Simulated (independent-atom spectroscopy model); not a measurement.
# Characterising TiO2 on paper

Aim: from the formula and density of TiO2, work out its fluorescence spectrum, its core-loss edges, its photoelectron survey and its electron mean free paths.

The numbers are computed with independent-atom spectroscopy model (version 2): independent atoms, textbook formulas over atomic cross sections; no chemical shifts or fine structure; level and line energies, yields and scattering factors come from tables.

## (1) Composition and density

| Property | Result |
| --- | --- |
| formula | TiO2 |
| density | 4.23 g/cm³ (nominal) |
| molar mass | 79.86 g/mol |
| atoms per volume | 95.7 per nm³ |

```
element  atoms (%)  mass (%)
     Ti       33.3      59.9
      O       66.7      40.1
```

## (2) Fluorescence lines

Model: primary fluorescence of a thick sample under monochromatic X-rays (Sherman equation, cascade cross sections of xraylib); no secondary enhancement or detector response; lines over 1 keV and 0.3 percent, close pairs merged; depth is the 1/e depth of the way in and out.

The inputs of this calculation:

```json
{
  "elements": ["Ti", "O"],
  "counts": [1, 2],
  "density": 4.23,
  "photon_energy": 22.163,
  "incidence_angle": 90,
  "take_off_angle": 30
}
```

Units: density in g/cm³, photon_energy in keV, incidence_angle in degrees, take_off_angle in degrees.

## (3) Core-loss edges

Model: core-loss signal of a thin specimen = atoms x partial cross section (first Born, Dirac-Hartree-Slater continuum), each subshell from its own tabulated edge; single scattering, no white lines; K, p, d and f edges from 35 to 3200 eV, the lower partner alone where a pair is split widely.

The inputs of this calculation:

```json
{
  "elements": ["Ti", "O"],
  "counts": [1, 2],
  "density": 4.23,
  "beam_energy": 200,
  "collection_angle": 10,
  "window": 100
}
```

Units: density in g/cm³, beam_energy in keV, collection_angle in mrad, window in eV.

## (4) XPS survey

Model: photoelectron survey: area = atoms x Dirac-Hartree-Slater cross section x dipole angular factor (unpolarised) x TPP-2M path with the stated gap; tabulated elemental binding energies, no chemical shifts, flat transmission; full shells over 14 eV, above 150 eV kinetic energy and 1 percent.

The inputs of this calculation:

```json
{
  "elements": ["Ti", "O"],
  "counts": [1, 2],
  "density": 4.23,
  "photon_energy": 1486.7,
  "source_analyser_angle": 60,
  "valence_electrons": 16,
  "tpp_gap_parameter": 3.0
}
```

Units: density in g/cm³, photon_energy in eV, source_analyser_angle in degrees, tpp_gap_parameter in eV.

## (5) Electron mean free paths

Model: electron mean free paths: inelastic by TPP-2M with the stated gap parameter, elastic and transport from Dirac partial-wave cross sections of free atoms, attenuation length as the inelastic path times 1 - 0.738 albedo.

The inputs of this calculation:

```json
{
  "elements": ["Ti", "O"],
  "counts": [1, 2],
  "density": 4.23,
  "electron_energy": [170.0, 300.0, 500.0, 700.0, 1000.0, 1200.0, 5000.0, 9990.0],
  "valence_electrons": 16,
  "tpp_gap_parameter": 3.0
}
```

Units: density in g/cm³, electron_energy in eV, tpp_gap_parameter in eV.

Before running it: what results should come out? Wanted: strongest fluorescence line; depth of that line; strongest loss edge; strongest photoelectron peak; free-electron plasmon energy.

The runs gave:

| quantity | value |
| --- | --- |
| strongest fluorescence line | Ti Kα1+2, 4.509 keV |
| depth of that line | 12.4 μm |
| strongest loss edge | Ti L23, 453.8 eV |
| strongest photoelectron peak | O 1s, 532.0 eV |
| inelastic path at 1000 eV | 2.12 nm |
| attenuation length there | 1.81 nm |
| free-electron plasmon energy | 26.5 eV |

**Reading.** The strongest feature of the fluorescence is Ti Kα1+2 at 4.509 keV. With 33 % of the atoms, Ti carries 100 % of the listed signal. O shows nothing within the model's range and threshold. The strongest feature of the loss spectrum is Ti L23 at 453.8 eV. With 33 % of the atoms, Ti carries 70 % of the listed signal. The strongest feature of the survey is O 1s at 532.0 eV. With 33 % of the atoms, Ti carries 69 % of the listed signal. Ti 2p3/2 follows closely at 90 %. The 2s peaks of N, O and F are left out. Three attenuation lengths at 1000 eV make 5.4 nm, the depth that gives 95 % of the signal at normal exit. Above that the inelastic path grows about as energy to the power 0.81. These are estimates from free-atom data; close to edges a real sample differs.
